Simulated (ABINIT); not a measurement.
Al2Cl, 3 atoms in the cell. Symmetry: P4mm, No. 99, tetragonal system. The conventional cell has a = 3.789 Å, b = 3.789 Å, c = 4.767 Å, α = 90.00°, β = 90.00°, γ = 90.00°. Around Al (site symmetry 2mm) lie 2 Cl at 1.90 Å. Cl (site symmetry 4mm) has 4 Al at 1.90 Å as nearest neighbours. The cell was built by a generator and needn't be a form met in nature.

| Quantity | Value |
| --- | --- |
| Program | ABINIT 10.8.3 (patched build) |
| Task | single point |
| Functional | LDA |
| Potentials or basis | PseudoDojo NC SR LDA v0.4 stringent |
| Cutoff | 653 eV |
| k mesh | 5 × 5 × 4 |
| Occupations | fermi-dirac, width 0.05 eV |
| Spin | no spin polarisation |

Potentials or basis: PseudoDojo NC SR LDA v0.4 stringent.

Command:

```sh
$ abinit run.abi > log 2>&1
```

Hardware: 1 thread of Arm Neoverse V1, with other jobs on the host.

Task: How long does it take, and how much memory?

Result: It took 15 s on 1 thread of Arm Neoverse V1, on a shared host, peak memory 0.06 GiB. Counts: scf iterations 11, mpi ranks 1, k points 18, bands 11, plane waves 2610.
